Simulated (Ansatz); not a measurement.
# CH₂O₂Se: small, medium and large basis sets

How large a basis does CH₂O₂Se need? Two functionals are run in growing sets.

The runs use Ansatz 0.2.0, Gaussian basis; one geometry, several basis sets.

Levels to be run: PBE0-D4/def2-SVP; ωB97M-V/def2-SVP; PBE0-D4/def2-QZVPP; ωB97M-V/def2-QZVPP; the functionals' def2-TZVPP values are taken from earlier runs.

**1. Structure used throughout**

The geometry comes from an earlier relaxation with PBE0-D4 in a triple-zeta def2 set; it is a stationary point.

SMILES `O=C(O)[SeH]`, 6 atoms, charge 0, spin multiplicity 1.

Atoms are counted from 1 here; the program's logs count them from 0.

Bond lengths: O1–C2 1.192 Å, C2–O3 1.339 Å, C2–Se4 1.921 Å, O3–H5 0.969 Å, Se4–H6 1.466 Å. Angles: O1–C2–O3 125.1°, O1–C2–Se4 126.5°, O3–C2–Se4 108.4°, C2–O3–H5 106.8°, C2–Se4–H6 91.4°.

Coordinates:

```
O    -0.27689   -0.66329    1.13819
C     0.11103   -0.15414    0.13292
O     1.32242   -0.33931   -0.40554
Se   -0.87265    1.05875   -0.98656
H     1.79697   -0.95249    0.17561
H    -2.03867    0.98638   -0.10082
```

**2. PBE0-D4 in def2-SVP**

File in.yaml:

```yaml
crystal:
  periodic: [false, false, false]
  atoms:
    - {symbol: O, position_ang: [-0.276893, -0.663286, 1.138194]}
    - {symbol: C, position_ang: [0.111034, -0.154141, 0.132917]}
    - {symbol: O, position_ang: [1.322417, -0.339305, -0.405539]}
    - {symbol: Se, position_ang: [-0.872655, 1.058745, -0.986559]}
    - {symbol: H, position_ang: [1.796971, -0.952495, 0.175612]}
    - {symbol: H, position_ang: [-2.038674, 0.986383, -0.100824]}
basis:
  gaussian: {orbitals: def2-SVP}
hamiltonian: {xc: pbe0, dispersion: d4}
output: {orbitals: {seedname: orbitals}}
```

Launch:

```console
ansatz run in.yaml --threads 2 --pin off --events-out ev --progress --plain --max-ram 4352MiB
```

Further steps of the session: ωB97M-V in def2-SVP; PBE0-D4 in def2-QZVPP; ωB97M-V in def2-QZVPP.

Q: Predict the results of all the runs planned. Wanted: PBE0-D4: double and triple zeta above quadruple; ωB97M-V: double and triple zeta above quadruple.

**Answer**, as computed:

| quantity | value |
| --- | --- |
| PBE0-D4: double and triple zeta above quadruple | 15.78, 1.65 eV |
| ωB97M-V: double and triple zeta above quadruple | 15.84, 1.59 eV |

PBE0-D4 gains 14.13 eV from double to triple zeta, then 1.65 eV more. Total energies overstate the basis error of differences, where much of it tends to cancel. The LUMO of ωB97M-V is positive and keeps falling with the basis (2.06 to 1.47 eV): an unbound level that the basis holds in place.
